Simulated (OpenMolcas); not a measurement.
# Mo⁵⁺ with 5 ligands (water): CASSCF and CASPT2 levels and susceptibility

Which state of Mo⁵⁺ lies lowest among these ligands, how large is the field, and what χT follows?

Method: state-averaged CASSCF and CASPT2, spin-orbit coupling by RASSI with atomic mean-field integrals. Code: OpenMolcas 26.06.

## (1) What is computed

* Species: Mo⁵⁺ (molybdenum, Z = 42, 37 electrons)
* Basis: ANO-RCC-VTZP [7s6p4d2f1g], 178 functions with the ligands
* Scalar Hamiltonian: DKH2, point nucleus
* Inactive shells: 1s 2s 2p 3s 3p 3d 4s 4p of the metal, and all ligand shells
* Active space: 1 electron in 5 orbitals (4d)
* Some configurations of this space: 4d
* Orbitals: optimised for each spin and parity, averaged over all roots

Outer shells as boxes (Hund's rule):

4d
```
4d [↑ ][  ][  ][  ][  ]
```

Mo⁵⁺ is taken with 5 ligands (water, fluoride on the axis) in square pyramid coordination (C2v) at 1.91 Å, the axial distance 2.040 Å. Ligand basis ANO-RCC-VDZP. The distances are assumed, not relaxed.

```xyz
14

Mo    0.0000    0.0000    0.0000
O     1.9100    0.0000    0.0000
H     2.4870    0.7797    0.0000
H     2.4870   -0.7797    0.0000
O     0.0000    1.9100    0.0000
H     0.0000    2.4870    0.7797
H     0.0000    2.4870   -0.7797
O    -1.9100    0.0000    0.0000
H    -2.4870    0.7797    0.0000
H    -2.4870   -0.7797    0.0000
O     0.0000   -1.9100    0.0000
H     0.0000   -2.4870    0.7797
H     0.0000   -2.4870   -0.7797
F     0.0000    0.0000    2.0399
```

Each step is its own input file, run in one work folder so that later steps find the files of earlier ones. Labels, J, g values, rates, χT and fits are worked out afterwards by a script from the matrices that RASSI stores.

## (2) Basis and integrals

The input, a.inp:

```
&GATEWAY
Coord
14

Mo 0.0 0.0 0.0
O 1.910000 0.000000 0.000000
H 2.486978 0.779741 0.000000
H 2.486978 -0.779741 0.000000
O 0.000000 1.910000 0.000000
H 0.000000 2.486978 0.779741
H 0.000000 2.486978 -0.779741
O -1.910000 0.000000 0.000000
H -2.486978 0.779741 0.000000
H -2.486978 -0.779741 0.000000
O 0.000000 -1.910000 0.000000
H 0.000000 -2.486978 0.779741
H 0.000000 -2.486978 -0.779741
F 0.000000 0.000000 2.039880
Basis=Mo.ANO-RCC-VTZP,F.ANO-RCC-VDZP,H.ANO-RCC-VDZP,O.ANO-RCC-VDZP
Group=NoSym
NoMove
AngMom=0.0 0.0 0.0
AMFI
RICD
&SEWARD
```

Started as:

```sh
$ OMP_NUM_THREADS=1 MOLCAS_MEM=2457 MOLCAS_PROJECT=a pymolcas a.inp > a.log
```

The program printed:

```text
Basis set label: MO.ANO-RCC...7S6P4D2F1G.

      Electronic valence basis set:
      ------------------
      Associated Effective Charge  42.000000 au
      Associated Actual Charge     42.000000 au
      Nuclear Model: Point charge

      Shell  nPrim  nBasis  Cartesian Spherical Contaminant
         s      21       7        X
         p      18       6        X
         d      13       4                 X
         f       6       2                 X
         g       4       1                 X
                  Relativistic Douglas-Kroll-Hess integrals:
                    - DKH order of Hamiltonian: 2
                    - DKH order of Properties : 0
                  Atomic mean-field integrals
```

## (3) Reference wave functions, doublets, 5 roots

The input, a.inp:

```
&RASSCF
FileOrb=start.orb
Symmetry=1
Spin=2
nActEl=1 0 0
Inactive=43
Ras2=5
CIRoot=5 5 1
SDav=5
CIMx=300
Iter=150 100
PrWF=0.3
OrbListing=Nothing
MaxOrb=0
LevShft=1.0
>>> COPY $Project.JobIph JOB001
```

start.orb holds start orbitals that the driver prepared beforehand, or those of the step before.

The program printed:

```text
Wave function specifications:
      -----------------------------

      Number of closed shell electrons          86
      Number of electrons in active shells       1
      Max number of holes in RAS1 space          0
      Max nr of electrons in RAS3 space          0
      Number of inactive orbitals               43
      Number of active orbitals                  5
      Number of secondary orbitals             130
      Spin quantum number                      0.5
      State symmetry                             1
Orbital specifications:
      -----------------------

      Symmetry species                           1
                                                 a
      Frozen orbitals                            0
      Inactive orbitals                         43
      Active orbitals                            5
      RAS1 orbitals                              0
      RAS2 orbitals                              5
      RAS3 orbitals                              0
      Secondary orbitals                       130
      Deleted orbitals                           0
      Number of basis functions                178
      Number of CSFs                             5
      Number of root(s) required                 5
      Iter CI   SX   CI       RASSCF       Energy    max ROT     max BLB   max BLB  Level Ln srch  Step   QN
          iter iter root      energy       change     param      element    value   shift minimum  type update
 Nr of preliminary CI iterations:   1
      Total energies have been shifted. Add                -4000.00 au
        1   1   11    0  -446.19147207    0.00E+00   1.34E-01*  36  48 1  4.85E-01*  1.18   0.00    SX    NO
        2   1   12    0  -446.98102993   -7.90E-01* -1.19E-01*  36  48 1  3.79E-01*  0.96   0.00    SX    NO
        3   1   13    0  -447.27571710   -2.95E-01* -8.25E-02   36  48 1  2.10E-01*  0.77   0.00    SX    NO
        4   1   13    0  -447.38181653   -1.06E-01* -4.97E-02   41  46 1  1.05E-01*  0.65   0.00    SX    NO
        5   1   12    0  -447.41730615   -3.55E-02* -4.53E-02   41  46 1  6.08E-02*  0.67   2.12    LS   YES
        6   1   13    0  -447.43110620   -1.38E-02*  1.78E-02   36  48 1 -2.65E-02*  0.69   1.23    QN   YES
        7   1   12    0  -447.43516524   -4.06E-03* -1.52E-02   36  48 1 -2.07E-02*  0.68   1.57    QN   YES
        8   1   11    0  -447.43674702   -1.58E-03* -8.18E-03   36  48 1 -1.27E-02*  0.68   1.39    QN   YES
        9   1   11    0  -447.43722715   -4.80E-04* -7.02E-03   43  47 1  6.26E-03*  0.67   1.57    QN   YES
       10   1   10    0  -447.43744376   -2.17E-04* -5.63E-03   43  47 1  4.49E-03*  0.68   1.48    QN   YES
        ...
       19   1    6    0  -447.43759671   -6.46E-08*  1.01E-04   42  45 1  7.59E-05   0.68   1.63    QN   YES
       20   1    6    0  -447.43759674   -2.92E-08*  7.56E-05   42  45 1  4.51E-05   0.68   1.65    QN   YES
       21   1    6    0  -447.43759675   -1.12E-08*  3.24E-05   42  45 1  1.81E-05   0.68   2.50    QN   YES
       22   1    5    0  -447.43759675   -3.83E-09   8.66E-06   33  56 1  7.04E-06   0.68   1.13    QN   YES
      Convergence after 22 iterations
       23   1    5    0  -447.43759675   -5.00E-10   8.66E-06   33  46 1  3.41E-06   0.68   1.13    QN   YES
      Natural orbitals and occupation numbers for root  1
      sym 1:  -0.000000   1.000000  -0.000000   0.000000  -0.000000
      Natural orbitals and occupation numbers for root  2
      sym 1:   1.000000   0.000000   0.000000   0.000000   0.000000
      Natural orbitals and occupation numbers for root  3
      sym 1:  -0.000000   0.000000   0.000000   1.000000   0.000000
::    RASSCF root number  1 Total energy:  -4447.51764407
::    RASSCF root number  2 Total energy:  -4447.48691118
::    RASSCF root number  3 Total energy:  -4447.47941991
::    RASSCF root number  4 Total energy:  -4447.41160162
::    RASSCF root number  5 Total energy:  -4447.29240699
```

## (4) State interaction with spin-orbit coupling

The input, a.inp:

```
&RASSI
NrOfJobIphs=1 5
1 2 3 4 5
IphNames
JOB001
EJob
SpinOrbit
DIPRint=1.0
SOCoupling=1000.0
Subsets=2
Property=9
'ANGMOM' 1 'ANGMOM' 2 'ANGMOM' 3 'MLTPL  1' 1 'MLTPL  1' 2 'MLTPL  1' 3
'AMFI' 1 'AMFI' 2 'AMFI' 3
SOProperty=3
'ANGMOM' 1 'ANGMOM' 2 'ANGMOM' 3
```

The program printed:

```text
SPIN-FREE ENERGIES:
  (Shifted by EMIN (a.u.) =      -4447.5176440701)

 SF State       Relative EMIN(au)   Rel lowest level(eV)    D:o, cm**(-1)

     1             0.0000000000        0.0000000000              0.0000
     2             0.0307328925        0.8362846086           6745.0903
     3             0.0382241554        1.0401322567           8389.2324
     4             0.1060424547        2.8855621938          23273.6287
     5             0.2252370814        6.1290132193          49433.8254
     Dipole printing threshold changed to   1.00000000E+00

++ Dipole transition strengths (spin-free states):
   -----------------------------------------------
     for osc. strength at least  1.00000000E+00

  ( Max oscillator strength is only    8.3683385694811841E-004 )
--
Eigenvalues of complex Hamiltonian:
   -----------------------------------
  (Shifted by EMIN (a.u.) =      -4447.5176440701)

 SO State       Relative EMIN(au)   Rel lowest level(eV)    D:o, cm**(-1)

     1            -0.0002631093        0.0000000000              0.0000
     2            -0.0002631093        0.0000000000              0.0000
     3             0.0303282038        0.8324320365           6714.0172
     4             0.0303282038        0.8324320365           6714.0172
     5             0.0386216348        1.0581077911           8534.2149
     6             0.0386216348        1.0581077911           8534.2149
     7             0.1062142257        2.8973958884          23369.0738
     8             0.1062142257        2.8973958884          23369.0738
     9             0.2253356291        6.1388544064          49513.1999
    10             0.2253356291        6.1388544064          49513.1999
Weights of the five most important spin-orbit-free states for each spin-orbit state.

 SO State  Total energy (au)           Spin-free states, spin, and weights
 -------------------------------------------------------------------------------------------------------
    1        -0.000263       1 0.5  0.9942    2 0.5  0.0030    3 0.5  0.0020    4 0.5  0.0007    5 0.5  0.0001
    2        -0.000263       1 0.5  0.9942    2 0.5  0.0030    3 0.5  0.0020    4 0.5  0.0007    5 0.5  0.0001
    3         0.030328       2 0.5  0.9449    3 0.5  0.0528    1 0.5  0.0018    5 0.5  0.0004    4 0.5  0.0001
    4         0.030328       2 0.5  0.9449    3 0.5  0.0528    1 0.5  0.0018    5 0.5  0.0004    4 0.5  0.0001
    5         0.038622       3 0.5  0.9437    2 0.5  0.0518    1 0.5  0.0032    4 0.5  0.0013    5 0.5  0.0000
    6         0.038622       3 0.5  0.9437    2 0.5  0.0518    1 0.5  0.0032    4 0.5  0.0013    5 0.5  0.0000
    7         0.106214       4 0.5  0.9979    3 0.5  0.0015    1 0.5  0.0006    2 0.5  0.0000    5 0.5  0.0000
    8         0.106214       4 0.5  0.9979    3 0.5  0.0015    1 0.5  0.0006    2 0.5  0.0000    5 0.5  0.0000
    9         0.225336       5 0.5  0.9995    2 0.5  0.0003    3 0.5  0.0001    1 0.5  0.0001    4 0.5  0.0000
   10         0.225336       5 0.5  0.9995    2 0.5  0.0003    3 0.5  0.0001    1 0.5  0.0001    4 0.5  0.0000
 -------------------------------------------------------------------------------------------------------
```

These steps took 67 s in all on 1 thread of Arm Neoverse V1, shared host.

States without spin-orbit coupling:

| state | degeneracy | E (cm-1) |
| --- | --- | --- |
| doublet | 1 | 0 |
| doublet | 1 | 6745 |
| doublet | 1 | 8389 |
| doublet | 1 | 23274 |
| doublet | 1 | 49434 |

With spin-orbit coupling:

```tsv
E (cm-1)	Degeneracy	2S+1	g
0.0	2	2	1.79 1.84 1.84
6714	2	2	1.22 1.73 1.96
8534	2	2	1.58 1.97 2.74
23369	2	2	2.00 2.11 2.15
49513	2	2	2.02 2.02 2.09
```

Principal g values are given for doublets only; a zero marks a field direction without first-order Zeeman splitting.

Powder χT (cm³ K/mol): 0.31 at 2 K, 0.31 at 5 K, 0.31 at 10 K, 0.31 at 20 K, 0.31 at 50 K, 0.32 at 100 K, 0.32 at 150 K, 0.32 at 200 K, 0.32 at 250 K, 0.33 at 300 K.

The orbitals of the open shell are 61 to 89 % metal; the Mulliken charge of the metal is +3.09 e.

## (5) CASPT2: IPEA 0.25, imaginary shift 0.1 (closed shells correlated: 4s 4p of the metal, with ligand shells; the Frozen line counts the rest)

The input, a.inp:

```
>>> COPY JOB001 $Project.JobIph
&CASPT2
Multistate=5 1 2 3 4 5
NoMult
Frozen=19
IPEA=0.25
Imaginary=0.1
MaxIter=60
WThr=0.0 0.3 0.05
PrWF=0.5
NoMix
```

Started as:

```sh
$ OMP_NUM_THREADS=1 MOLCAS_MEM=2457 MOLCAS_PROJECT=a pymolcas a.inp > a.log
```

The program printed:

```text
Orbital specifications:
      -----------------------

      Symmetry species                           1
                                                 a
      Frozen orbitals                           19
      Inactive orbitals                         24
      Active orbitals                            5
      Secondary orbitals                       130
      Deleted orbitals                           0
      Number of basis functions                178
Type of calculation                        SS-CASPT2
      Fock operator                              state-specific
      IPEA shift                                 0.25
      Real shift                                 0.00
      Imaginary shift                            0.10
      The input orbitals will be transformed to quasi-canonical
Reference energy:       -4447.5176440701
      E2 (Non-variational):      -1.5477492986
      Shift correction:          -0.0017277206
      E2 (Variational):          -1.5494770192
      Total energy:           -4449.0671210893
      Residual norm:              0.0000001393
      Reference weight:           0.69445
      Contributions to the CASPT2 correlation energy
      Active & Virtual Only:         -0.0000000021
      One Inactive Excited:          -0.0786067925
      Two Inactive Excited:          -1.4691425040
Reference energy:       -4447.4869111776
      E2 (Non-variational):      -1.5469755245
      Shift correction:          -0.0017350712
      E2 (Variational):          -1.5487105957
      Total energy:           -4449.0356217733
      Residual norm:              0.0000002487
      Reference weight:           0.69406
      Contributions to the CASPT2 correlation energy
      Active & Virtual Only:          0.0000000016
      One Inactive Excited:          -0.0809917147
      Two Inactive Excited:          -1.4659838114
::    CASPT2 Root  1     Total energy:  -4449.06712109
::    CASPT2 Root  2     Total energy:  -4449.03562177
::    CASPT2 Root  3     Total energy:  -4449.01866909
::    CASPT2 Root  4     Total energy:  -4448.94440889
::    CASPT2 Root  5     Total energy:  -4448.84346012
```

This run took 85 s in all on 1 thread of Arm Neoverse V1, shared host.

SS-CASPT2: lowest energy less the reference's lowest, -1.5495 hartree; reference weights 0.692 to 0.697.

Spin-free states:

| state | degeneracy | E (cm-1) |
| --- | --- | --- |
| doublet | 1 | 0 |
| doublet | 1 | 6913 |
| doublet | 1 | 10634 |
| doublet | 1 | 26932 |
| doublet | 1 | 49088 |

With spin-orbit coupling:

```json
{"E (cm-1)": "0", "Degeneracy": "2", "2S+1": "2", "g": "1.80 1.86 1.87"}
{"E (cm-1)": "6930", "Degeneracy": "2", "2S+1": "2", "g": "1.62 1.87 2.14"}
{"E (cm-1)": "10720", "Degeneracy": "2", "2S+1": "2", "g": "1.78 2.09 2.35"}
{"E (cm-1)": "27020", "Degeneracy": "2", "2S+1": "2", "g": "2.00 2.09 2.14"}
{"E (cm-1)": "49160", "Degeneracy": "2", "2S+1": "2", "g": "2.02 2.02 2.09"}
```

Powder χT (cm³ K/mol): 0.32 at 2 K, 0.32 at 5 K, 0.32 at 10 K, 0.32 at 20 K, 0.32 at 50 K, 0.32 at 100 K, 0.32 at 150 K, 0.33 at 200 K, 0.33 at 250 K, 0.33 at 300 K.

## (6) CASPT2: IPEA 0.25, real shift 0.3 (closed shells correlated: 4s 4p of the metal, with ligand shells; the Frozen line counts the rest)

Edit a.inp of step 5 so:

```diff
@@ -6,3 +6,3 @@
 IPEA=0.25
-Imaginary=0.1
+Shift=0.3
 MaxIter=60
```

Started as:

```sh
$ OMP_NUM_THREADS=1 MOLCAS_MEM=2457 MOLCAS_PROJECT=a pymolcas a.inp > a.log
```

The program printed:

```text
Orbital specifications:
      -----------------------

      Symmetry species                           1
                                                 a
      Frozen orbitals                           19
      Inactive orbitals                         24
      Active orbitals                            5
      Secondary orbitals                       130
      Deleted orbitals                           0
      Number of basis functions                178
Type of calculation                        SS-CASPT2
      Fock operator                              state-specific
      IPEA shift                                 0.25
      Real shift                                 0.30
      Imaginary shift                            0.00
      The input orbitals will be transformed to quasi-canonical
Reference energy:       -4447.5176440701
      E2 (Non-variational):      -1.4305296039
      Shift correction:          -0.1071381149
      E2 (Variational):          -1.5376677189
      Total energy:           -4449.0553117890
      Residual norm:              0.0000006260
      Reference weight:           0.73685
      Contributions to the CASPT2 correlation energy
      Active & Virtual Only:         -0.0000000016
      One Inactive Excited:          -0.0727657372
      Two Inactive Excited:          -1.3577638652
Reference energy:       -4447.4869111776
      E2 (Non-variational):      -1.4295968128
      Shift correction:          -0.1072393133
      E2 (Variational):          -1.5368361262
      Total energy:           -4449.0237473038
      Residual norm:              0.0000000734
      Reference weight:           0.73667
      Contributions to the CASPT2 correlation energy
      Active & Virtual Only:          0.0000000009
      One Inactive Excited:          -0.0750485568
      Two Inactive Excited:          -1.3545482570
::    CASPT2 Root  1     Total energy:  -4449.05531179
::    CASPT2 Root  2     Total energy:  -4449.02374730
::    CASPT2 Root  3     Total energy:  -4449.00701495
::    CASPT2 Root  4     Total energy:  -4448.93259232
::    CASPT2 Root  5     Total energy:  -4448.83130064
```

This run: 82 s of run time, 1 thread of Arm Neoverse V1, shared host.

SS-CASPT2: lowest energy less the reference's lowest, -1.5377 hartree; reference weights 0.735 to 0.740.

States without spin-orbit coupling:

| state | degeneracy | E (cm-1) |
| --- | --- | --- |
| doublet | 1 | 0 |
| doublet | 1 | 6928 |
| doublet | 1 | 10600 |
| doublet | 1 | 26934 |
| doublet | 1 | 49165 |

With spin-orbit coupling:

```csv
E (cm-1),Degeneracy,2S+1,g
0,2,2,1.80 1.86 1.87
6940,2,2,1.62 1.87 2.14
10690,2,2,1.78 2.09 2.35
27020,2,2,2.00 2.09 2.14
49240,2,2,2.02 2.02 2.09
```

Powder χT (cm³ K/mol): 0.32 at 2 K, 0.32 at 5 K, 0.32 at 10 K, 0.32 at 20 K, 0.32 at 50 K, 0.32 at 100 K, 0.32 at 150 K, 0.33 at 200 K, 0.33 at 250 K, 0.33 at 300 K.

## (7) The methods side by side

A. CASSCF
B. SS-CASPT2, IPEA 0.25, imaginary shift 0.1 (closed shells correlated: 4s 4p of the metal, with ligand shells; the Frozen line counts the rest)
C. SS-CASPT2, IPEA 0.25, real shift 0.3 (closed shells correlated: 4s 4p of the metal, with ligand shells; the Frozen line counts the rest)

| method | ground state | first state of that spin (cm-1) | first gap with spin-orbit (cm-1) | χT at 300 K |
| --- | --- | --- | --- | --- |
| A | doublet | doublet 6745 | 6714.0 | 0.33 |
| B | doublet | doublet 6913 | 6927.5 | 0.33 |
| C | doublet | doublet 6928 | 6941.2 | 0.33 |

## (8) What came out

| quantity | value |
| --- | --- |
| method | SS-CASPT2, IPEA 0.25, imaginary shift 0.1 (closed shells correlated: 4s 4p of the metal, with ligand shells; the Frozen line counts the rest) |
| spin-free ground state | doublet, 1-fold in its orbital part |
| first state of the same spin within the active space | doublet at 6910 cm⁻¹ |
| lowest level | 2-fold, g = 1.80, 1.86, 1.87 |
| next level | 6927.5 cm⁻¹ |
| χT at 300 K | 0.33 cm³ K/mol |
| effective moment at 300 K | 1.63 μB |

Cost by method:

| method | time of its own steps | time with the reference |
| --- | --- | --- |
| A. CASSCF | 67 s | 67 s |
| B. SS-CASPT2, IPEA 0.25, imaginary shift 0.1, +4s 4p | 85 s | 2.5 min |
| C. SS-CASPT2, IPEA 0.25, real shift 0.3, +4s 4p | 82 s | 2.5 min |

Times are of one thread on a shared host.

In words: The spin-free ground state (doublet) is 1-fold and keeps the highest spin of the shell. χT at 300 K is 0.33, against 0.38 cm³ K/mol for the spin alone, so orbital moment lowers it. The bonds are covalent and no ligand orbital is active, so the numbers are rough.
